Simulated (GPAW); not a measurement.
Write a Python script for GPAW 26.7.0 that does the following.

```
Task                           : single point from a typed occupation
Functional                     : r2SCAN
Potentials or basis            : GPAW PAW data sets (gpaw-data 1.2.1)
Cutoff                         : 600 eV
Basis                          : pw
k mesh                         : 7 × 7 × 7
Occupations                    : gaussian, width 0.05 eV
Spin                           : no spin polarisation
Hubbard terms                  : Gd f U = 7 eV
Maxiter                        : 120
start of the occupation matrix : atoms
Convergence                    : density=0.0001 energy=1e-05
```

The structure of GdO lies in GdO.xyz:

```xyz
2
Lattice="2.8018137600 0.0000000000 0.0000000000 0.0000000000 2.8018137600 0.0000000000 0.0000000000 0.0000000000 2.8018137600" Properties=species:S:1:pos:R:3 pbc="T T T"
Gd     0.0000000000      0.0000000000      0.0000000000
O      1.4009068800      1.4009068800      1.4009068800
```

The cell comes from a database or a generator and needn't be the stable form of this composition.

The input as run:

run.py

```python
import numpy as np
from ase.io import read
from gpaw import PW
from gpaw.dft import DFT
from gpaw.hubbard import aoom

atoms = read('GdO.xyz')

dft = DFT(atoms,
          mode=PW(600),
          xc='MGGA_X_R2SCAN+MGGA_C_R2SCAN',
          kpts={'size': (7, 7, 7), 'gamma': True},
          occupations={'name': 'methfessel-paxton', 'order': 0, 'width': 0.05},
          setups={'Gd': ':f,7.0'},
          nbands=28,
          convergence={'density': 0.0001, 'energy': 1e-05},
          maxiter=120,
          txt='gpaw.txt')
print(f'Energy: {dft.calculate_energy():.6f} eV')
print('Forces (eV/A):')
print(dft.calculate_forces().round(4))
print('Stress (eV/A^3):', dft.calculate_stress().round(6))
dft.write_converged()
dft.write_gpw_file('gs.gpw')
for a, l in {0: 3}.items():
    setup = dft.setups[a]
    for s, D_ii in enumerate(dft.density.D_asii[a]):
        n_mm = aoom(D_ii, l, setup.l_j, setup.n_j, setup.N0_q)[0] / 2
        print(f'atom {a} spin {s} trace {n_mm.trace():.4f} eigenvalues', *np.linalg.eigvalsh(n_mm).round(3))
        np.savetxt(f'occupation-{a}-{s}.dat', n_mm, fmt='%8.4f')
```

Potentials or basis: GPAW PAW data sets (gpaw-data 1.2.1), pw.

Launch:

```console
$ OMP_NUM_THREADS=1 python run.py
```

It gave:

The pressure is 36.7 GPa. The band gap on the k mesh is none (metal or under the smearing width).

Caveat: the cutoff is short for stress and forces, so pressures can be off by a GPa or more; one-centre terms of the f shell are cut off; a pressure of tens of GPa on the cell as given is suspect, and the run, the potentials or the cell itself is likely at fault; the PAW data sets were made with another functional, which shifts forces and pressure a little; the run has no spin polarisation, though such a crystal can be magnetic; U without spin polarisation on a metal has little footing.

Run time: 47 s on 1 thread of Intel(R) Xeon(R) Processor @ 2.70GHz (shared host), peak memory 0.93 GiB.
